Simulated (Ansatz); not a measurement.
# C₂H₈Ge: up Jacob's ladder to CCSD(T)

The task here is to estimate one member of a computed series from the others.

Program: Ansatz 0.2.0, Gaussian basis. Level of theory: functionals in def2-TZVPP, the program's frozen cores in correlated methods. These are calculated values, not measurements.

The runs, in order: LDA (SPW92), PBE-D4, revPBE-D4, BLYP-D4, r2SCAN-D4, B97M-V, PBE0-D4, B3LYP-D4, r2SCANh-D4, r2SCAN0-D4, HSE06-D4, BHLYP-D4, CAM-B3LYP-D4, LC-ωPBE, ωB97X-V, ωB97M-V, B2PLYP, PBE-QIDH; CCSD(T)/def2-SVP; CCSD(T)/def2-TZVPP; CCSD(T)/def2-QZVPP; extrapolation to the limit; RPA on PBE.

### The geometry

All runs share one geometry, relaxed beforehand with PBE0-D4 in a triple-zeta def2 set.

SMILES `C[CH2][GeH3]`, 11 atoms, charge 0, spin multiplicity 1.

Atoms are counted from 1 here; the program's logs count them from 0.

Bond lengths: C1–C2 1.522 Å, C1–H4 1.093 Å, C1–H5 1.094 Å, C1–H6 1.093 Å, C2–Ge3 1.960 Å, C2–H7 1.093 Å, C2–H8 1.093 Å, Ge3–H9 1.541 Å, Ge3–H10 1.541 Å, Ge3–H11 1.540 Å. Angles: C2–C1–H4 111.5°, C2–C1–H5 111.5°, C2–C1–H6 111.5°, H4–C1–H5 107.4°, H4–C1–H6 107.3°, H5–C1–H6 107.4°, C1–C2–Ge3 113.0°, C1–C2–H7 110.8°, C1–C2–H8 110.8°, Ge3–C2–H7 107.7°, Ge3–C2–H8 107.7°, H7–C2–H8 106.6°, C2–Ge3–H9 110.0°, C2–Ge3–H10 110.0°, C2–Ge3–H11 111.1°, H9–Ge3–H10 108.2°, H9–Ge3–H11 108.7°, H10–Ge3–H11 108.7°.

Set-up of the first run:

File in.yaml:

```yaml
crystal:
  periodic: [false, false, false]
  atoms:
    - {symbol: C, position_ang: [-0.776669, 1.150718, -0.363121]}
    - {symbol: C, position_ang: [-0.433720, -0.325670, -0.503252]}
    - {symbol: Ge, position_ang: [1.029299, -0.888377, 0.673541]}
    - {symbol: H, position_ang: [0.079538, 1.785876, -0.605055]}
    - {symbol: H, position_ang: [-1.594742, 1.436370, -1.030212]}
    - {symbol: H, position_ang: [-1.085539, 1.395497, 0.656551]}
    - {symbol: H, position_ang: [-0.142417, -0.561238, -1.530574]}
    - {symbol: H, position_ang: [-1.302036, -0.949806, -0.274735]}
    - {symbol: H, position_ang: [0.650420, -0.634196, 2.145366]}
    - {symbol: H, position_ang: [2.302319, -0.080055, 0.356577]}
    - {symbol: H, position_ang: [1.338745, -2.386121, 0.495314]}
basis:
  gaussian: {orbitals: def2-TZVPP}
hamiltonian: {xc: lda}
output: {orbitals: {seedname: orbitals}}
```

Started as:

```sh
> ansatz run in.yaml --threads 2 --pin off --events-out ev --progress --plain --max-ram 20480MiB --backend cpu
```

Among the steps run: LDA; PBE-D4 (GGA); revPBE-D4 (GGA); BLYP-D4 (GGA); r2SCAN-D4 (meta-GGA); B97M-V (meta-GGA); B3LYP-D4 (hybrid); r2SCANh-D4 (hybrid); r2SCAN0-D4 (hybrid); HSE06-D4 (hybrid); BHLYP-D4 (hybrid); CAM-B3LYP-D4 (range-separated); LC-ωPBE (range-separated); ωB97X-V (range-separated); ωB97M-V (range-separated); B2PLYP (double hybrid); PBE-QIDH (double hybrid).

One table of the session follows, with a row left open; its other results are not shown here.

It belongs to the step «Frontier levels by functional». 

| functional | HOMO (eV) | LUMO (eV) | gap (eV) |
| --- | --- | --- | --- |
| LDA (SPW92) | -7.15 | -0.15 | 6.99 |
| PBE-D4 | -7.06 | 0.05 | 7.10 |
| revPBE-D4 | -7.01 | 0.15 | 7.16 |
| BLYP-D4 | ? | ? | ? |
| r2SCAN-D4 | -7.31 | 0.59 | 7.90 |
| B97M-V | -7.42 | 0.16 | 7.58 |
| PBE0-D4 | -8.28 | 0.83 | 9.11 |
| B3LYP-D4 | -8.08 | 0.53 | 8.61 |
| r2SCANh-D4 | -7.77 | 0.83 | 8.60 |
| r2SCAN0-D4 | -8.45 | 1.18 | 9.63 |
| HSE06-D4 | -7.88 | 0.46 | 8.34 |
| BHLYP-D4 | -9.42 | 1.48 | 10.90 |
| CAM-B3LYP-D4 | -9.63 | 1.64 | 11.27 |
| LC-ωPBE | -10.97 | 2.90 | 13.86 |
| ωB97X-V | -10.62 | 2.69 | 13.32 |
| ωB97M-V | -10.48 | 2.33 | 12.81 |

Estimate the missing values for BLYP-D4.

Worked estimate for «HOMO (eV)». Against the share of exact exchange, B3LYP-D4 (0.2, -8.08), BHLYP-D4 (0.5, -9.42) give a slope of -4.47 per unit share; at 0 the line stands at -7.19.

As computed: HOMO (eV): -6.94; LUMO (eV): 0.07; gap (eV): 7.02. In «HOMO (eV)» the line misses by -0.25.
